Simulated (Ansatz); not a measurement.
# GaGe (F-43m): relaxation of the ions, by script

Where do the atoms of GaGe (F-43m) settle in the given cell? A script is to give a relaxation of the ions; the system is GaGe (F-43m).

Computed with Ansatz 0.2.0 through its Python package. Level of theory: DFT PBE, plane waves, PAW.

**1. The structure**

The structure is cubic, space group F-43m (No. 216). The conventional cell has a = 5.796 Å, b = 5.796 Å, c = 5.796 Å, α = 90.00°, β = 90.00°, γ = 90.00°. Ga (site symmetry -43m) is surrounded by 4 Ge at 2.51 Å. Around Ge (site symmetry -43m) lie 4 Ga at 2.51 Å.

No structure file is read: the coordinates are typed or built in the script.

**2. The code**

relax_gage.py

```python
"""Geometry optimisation of GaGe from a disturbed start."""

from dataclasses import dataclass

import ansatz as az
from ase import Atoms
from ase.data import atomic_numbers
from ase.io import write
import matplotlib.pyplot as plt
import numpy as np
import spglib


@dataclass
class Settings:
    xc: str = "pbe"
    kmesh: tuple[int, ...] = (6, 6, 6)
    filling: str = "gaussian"
    force_tol: float = 0.005


cfg = Settings()


def main() -> None:
    lattice = az.Lattice.of(
        (0.0, 2.897844, 2.897844),
        (2.897844, 0.0, 2.897844),
        (2.897844, 2.897844, 0.0),
    )
    sites = [
        ("Ga", (0.75, 0.75, 0.75)),
        ("Ge", (0.0, 0.0, 0.0)),
    ]
    crystal = az.Crystal(lattice=lattice)
    for symbol, position in sites:
        crystal = crystal.atom(symbol, position)

    model = (
        crystal.calculation()
        .functional(cfg.xc)
        .kpoints(*cfg.kmesh)
        .occupations(cfg.filling)
        .relax(force_tolerance=cfg.force_tol, random_displacement=True, displacement_amplitude=0.1, displacement_seed=120)
    )
    steps = []


    def collect(event):
        if event["event"] == "relax_step":
            steps.append(event["data"])


    outcome = model.session().plan().execute(on_event=collect)
    rep = outcome.report
    print("step   energy (eV)     max comp. (eV/A)  SCF")
    for s in steps:
        print(f"{s['step']:4d} {s['lagrangian_ev']:15.5f} {s['allowed_force_max_ev_ang']:12.4f} {s['n_scf']:5d}")

    first, last = steps[0], steps[-1]
    symbols = [site.symbol for site in outcome.lattice.sites]
    print(f"energy gained {first['lagrangian_ev'] - last['lagrangian_ev']:.4f} eV in {len(steps) - 1} steps")

    relaxed = Atoms(symbols, positions=[site.position_ang for site in outcome.lattice.sites], cell=outcome.lattice.cell_ang, pbc=True)
    write("relaxed.extxyz", relaxed, format="extxyz")

    print("relaxed fractional positions")
    for site in outcome.lattice.sites:
        print(f"  {site.symbol:2s}", " ".join(f"{v % 1:8.5f}" for v in np.round(site.position_frac, 5)))

    fractions = [site.position_frac for site in outcome.lattice.sites]
    numbers = [atomic_numbers[s] for s in symbols]
    for tolerance in (1e-3, 1e-2, 1e-1):
        print(f"space group at {tolerance} A:", spglib.get_spacegroup((outcome.lattice.cell_ang, fractions, numbers), symprec=tolerance))

    fig, (top, bottom) = plt.subplots(2, 1, sharex=True, figsize=(4.5, 4))
    top.plot([s["lagrangian_ev"] - last["lagrangian_ev"] for s in steps], "o-")
    top.set_ylabel("E - E(final) (eV)")
    bottom.semilogy([max(s["allowed_force_max_ev_ang"], 1e-6) for s in steps], "s-")
    bottom.set(xlabel="step", ylabel="largest force (eV/A)")
    fig.tight_layout()
    fig.savefig("relax.png", dpi=100)

    for key in ("converged", "n_iterations", "n_electrons", "n_kpoints", "n_pw", "n_symmetry_ops", "free_energy_ev", "fermi_energy_ev"):
        print(f"{key:18s} {rep[key]}")


if __name__ == "__main__":
    main()
```

**3. Running it**

Started as:

```sh
$ python relax_gage.py
```

What it wrote:

```text
DeckWarning: basis.ecutwfc = 420 eV, auto-derived from the records' recommended cutoffs: set by Ga (normal level)
step   energy (eV)     max comp. (eV/A)  SCF
   1     -8077.63906       0.7888     6
   2     -8077.69279       0.3063     4
   3     -8077.70374       0.0048     4
   4     -8077.70374       0.0048     4
energy gained 0.0647 eV in 3 steps
relaxed fractional positions
  Ga  0.75088  0.74468  0.73753
  Ge  0.00128  0.99459  0.98724
space group at 0.001 A: Cm (8)
space group at 0.01 A: F-43m (216)
space group at 0.1 A: F-43m (216)
converged          True
n_iterations       4
n_electrons        27.0
n_kpoints          112
n_pw               941
n_symmetry_ops     1
free_energy_ev     -8077.703741436766
fermi_energy_ev    6.2445339886761015
```

(Warnings from the package without file and line.)

Wall time 24 s (1 thread of Arm Neoverse V1, shared host); peak memory 0.56 GiB.

It wrote relaxed.extxyz:

```xyz
2
Lattice="0.0 2.897844 2.897844 2.897844 0.0 2.897844 2.897844 2.897844 0.0" Properties=species:S:1:pos:R:3 pbc="T T T"
Ga       4.29520979       4.31318530       4.33390571
Ge      -0.05266241      -0.03326253      -0.01195254
```

**4. The run's own record**

From the engine's report, whether the script printed it or not:

```csv
item,value
SCF cycles in all,18
k-points solved,112
plane waves,941
bands,18
valence electrons,27
free energy (eV),-8077.70374
Fermi level (eV),6.245
```

**5. Path of the relaxation**

Relaxation path:

```csv
step,energy from step 1 (eV/cell),largest force component (eV/Å)
1,0.0000,0.7888
2,-0.0537,0.3063
3,-0.0647,0.0048
4,-0.0647,0.0048
```

Step 1 is the start.

**6. What came out**

```
                    quantity                               value
                 free energy  -8077.7037 eV (-4038.8519 eV/atom)
     moves of the relaxation                                   2
               energy gained                       32.3 meV/atom
last largest force component                         0.0048 eV/Å
```

The relaxation took 2 moves; the largest shift is 0.077 Å. The script had first distorted the structure, so the gain undoes that, in part or whole. Within 0.02 Å the atoms end in space group F-43m, from P1 at the start. What to keep in mind:
- For a metal this k-point mesh is coarse: on a finer one energies can move by several to tens of meV an atom and pressures by half a GPa or more, differences at one mesh by less.
- Only differences from the Fermi energy are physical; the zero of the scale is a convention.
- Energies along a relaxation are free energies. A last row that repeats the one before re-solves the same geometry more tightly.
- The first row is the displaced cell, and groups found at tight tolerances show what the force threshold leaves of the kick.
- The structure comes from a database of computed cells and needn't be a stable or known phase.
